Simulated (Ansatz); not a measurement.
This script drives the Ansatz DFT code, driven from Python.

`vcrelax_cacu2s2.py`
```python
"""Variable-cell relaxation of CaCu2S2."""

import warnings

import ansatz as az
from ase import Atoms
from ase.data import atomic_numbers
from ase.io import write
import numpy as np
import spglib

def edges_and_angles(cell):
    cell = np.asarray(cell)
    a, b, c = np.linalg.norm(cell, axis=1)
    cosines = cell[1] @ cell[2] / (b * c), cell[0] @ cell[2] / (a * c), cell[0] @ cell[1] / (a * b)
    return (a, b, c, *np.degrees(np.arccos(cosines)))

warnings.simplefilter("ignore", az.DeckWarning)

vectors = np.array([
    [3.94, 0.0, 0.0],
    [-1.97, 3.41214009, 0.0],
    [0.0, 0.0, 6.523],
])
structure = (
    az.Lattice.of(vectors)
    .atom("Ca", (0.0, 0.0, 0.0))
    .atom("Cu", (1 / 3, 2 / 3, 0.37649))
    .atom("Cu", (2 / 3, 1 / 3, 0.62351))
    .atom("S", (1 / 3, 2 / 3, 0.7463))
    .atom("S", (2 / 3, 1 / 3, 0.2537))
)

# shape and ions at fixed volume
job = (
    structure.calculation()
    .functional("pbesol", dispersion="d3bjatm")
    .pseudopotentials("paw")
    .kpoints(6, 6, 4, shift=0.5)
    .occupations(az.OccupationsMethod.COLD)
    .hubbard("Cu", "d", u_eff=3.0)
    .scf(extra_bands=6)
    .relax(force_tolerance=0.1, max_displacement=0.05, fix_cell=["volume"])  # relax until the tolerances are met
)
steps = []


def collect(event):
    if event["event"] == "relax_step":
        steps.append(event["data"])


result = job.session().plan().execute(on_event=collect)
report = result.report
for s in steps:
    flag = "" if s["accepted"] else "  (rejected)"
    print("step %2d  E = %.5f eV  largest force component = %.4f eV/A%s" % (s["step"], s["lagrangian_ev"], s["allowed_force_max_ev_ang"], flag))

first, last = steps[0], steps[-1]
symbols = [site.symbol for site in result.lattice.sites]
print(f"energy gained {first['lagrangian_ev'] - last['lagrangian_ev']:.4f} eV in {len(steps) - 1} steps")
for label, vectors in (("before", first["cell_ang"]), ("after", result.lattice.cell_ang)):
    print(label, "a b c (A) {:.4f} {:.4f} {:.4f}  angles {:.2f} {:.2f} {:.2f}".format(*edges_and_angles(vectors)), f" V = {abs(np.linalg.det(vectors)):.3f} A^3")
print("final stress xx yy zz (GPa, compression positive):", np.round(np.diag(report["stress_gpa"]), 3) + 0.0)

relaxed = Atoms(symbols, positions=[site.position_ang for site in result.lattice.sites], cell=result.lattice.cell_ang, pbc=True)
write("relaxed.cif", relaxed, format="cif")

print("atom   start x y z (A)              end x y z (A)")
for symbol, a, b in zip(symbols, first["positions_ang"], last["positions_ang"]):
    print(f"{symbol:3s}", " ".join(f"{v:8.4f}" for v in a), "  ", " ".join(f"{v:8.4f}" for v in b))

print("%-22s %14.5f eV" % ("F = E - TS", report["free_energy_ev"]))
print("%-22s %14.5f eV" % ("E", report["internal_energy_ev"]))
print("%-22s %14.5f eV" % ("Harris-Foulkes", report["harris_foulkes_ev"]))
print("%-22s %14.5f eV" % ("Fermi level", report["fermi_energy_ev"]))

spg_cell = (result.lattice.cell_ang, [s.position_frac for s in result.lattice.sites], [atomic_numbers[s.symbol] for s in result.lattice.sites])
# space group as spglib finds it
for tolerance in (1e-5, 1e-3, 1e-1):
    print(f"symprec {tolerance:g} A: {spglib.get_spacegroup(spg_cell, symprec=tolerance)}")
print("operations used by the run:", report["n_symmetry_ops"])
```

It is started by `python vcrelax_cacu2s2.py`. Estimate its wall time and peak memory on 1 thread of Arm Neoverse V2, on a shared host.

It took about 32 s, with a peak of 0.62 GiB, for 1 run of the engine.

`python vcrelax_cacu2s2.py` gives:
```text
step  1  E = -16747.14637 eV  largest force component = 0.2990 eV/A
step  2  E = -16747.15492 eV  largest force component = 0.0821 eV/A
step  3  E = -16747.15608 eV  largest force component = 0.0172 eV/A
step  4  E = -16747.15608 eV  largest force component = 0.0171 eV/A
energy gained 0.0097 eV in 3 steps
before a b c (A) 3.9400 3.9400 6.5230  angles 90.00 90.00 120.00  V = 87.694 A^3
after a b c (A) 3.9333 3.9333 6.5444  angles 89.99 90.01 119.98  V = 87.694 A^3
final stress xx yy zz (GPa, compression positive): [-6.549 -6.548 -6.549]
atom   start x y z (A)              end x y z (A)
Ca    0.0000   0.0000   0.0000     -0.0000  -0.0000  -0.0000
Cu    0.0000   2.2748   2.4558      0.0001   2.2714   2.4629
Cu    1.9700   1.1374   4.0672      1.9666   1.1360   4.0815
S     0.0000   2.2748   4.8681      0.0001   2.2713   4.8518
S     1.9700   1.1374   1.6549      1.9666   1.1360   1.6925
F = E - TS               -16747.15608 eV
E                        -16747.15608 eV
Harris-Foulkes           -16747.15608 eV
Fermi level                  10.48988 eV
symprec 1e-05 A: C2/m (12)
symprec 0.001 A: C2/m (12)
symprec 0.1 A: P-3m1 (164)
operations used by the run: 4
```

It writes `relaxed.cif`:
```cif
data_image0
_chemical_formula_structural       CaCu2S2
_chemical_formula_sum              "Ca1 Cu2 S2"
_cell_length_a       3.9332532066237453
_cell_length_b       3.933253206623745
_cell_length_c       6.544362533751896
_cell_angle_alpha    89.9928773492213
_cell_angle_beta     90.00712265077871
_cell_angle_gamma    119.98430437564355

_space_group_name_H-M_alt    "P 1"
_space_group_IT_number       1

loop_
  _space_group_symop_operation_xyz
  'x, y, z'

loop_
  _atom_site_type_symbol
  _atom_site_label
  _atom_site_symmetry_multiplicity
  _atom_site_fract_x
  _atom_site_fract_y
  _atom_site_fract_z
  _atom_site_occupancy
  Ca  Ca1       1.0  0.0  0.0  7.38130505757519e-36  1.0000
  Cu  Cu1       1.0  0.3333156253179593  0.666684374682041  0.3763212099681095  1.0000
  Cu  Cu2       1.0  0.6666843746820409  0.3333156253179592  0.6236787900318904  1.0000
  S   S1        1.0  0.3333524339123718  0.6666475660876284  0.7413642474438692  1.0000
  S   S2        1.0  0.6666475660876284  0.3333524339123717  0.2586357525561308  1.0000
```

Caveats:
- These settings explore the input space; cutoff and mesh may be short of convergence.
- No spin polarisation was allowed.
- Part of the cell is held or a pressure is applied, so the end point needn't be the zero-pressure lattice.
- U, its shell and the double counting are chosen to explore, and aren't derived for this compound.
- The Fermi level of a run with fixed occupations marks the highest occupied state on its mesh, not mid-gap.
- The zero of the levels is a convention of the potentials, so an absolute Fermi energy is no work function.
- Energies along a relaxation are free energies. Rows at an unchanged volume are solved on a plane-wave basis chosen afresh for that cell, so the energy jumps there and such rows are no steps of the walk.
- The mesh has less symmetry than the crystal, which the program warned of.
- In a crystal with a gap the Fermi level's place inside it depends on smearing and mesh.
- The structure is a deposited one; some such entries were measured under pressure or heat, so a shift against it needn't be the functional's error alone.
- The script silences the warnings on its input, which a real study should read.

(A comment or docstring line of the script was reworded after the run, the code is as it ran; lines on the test bed's own set-up are left out of the output.)
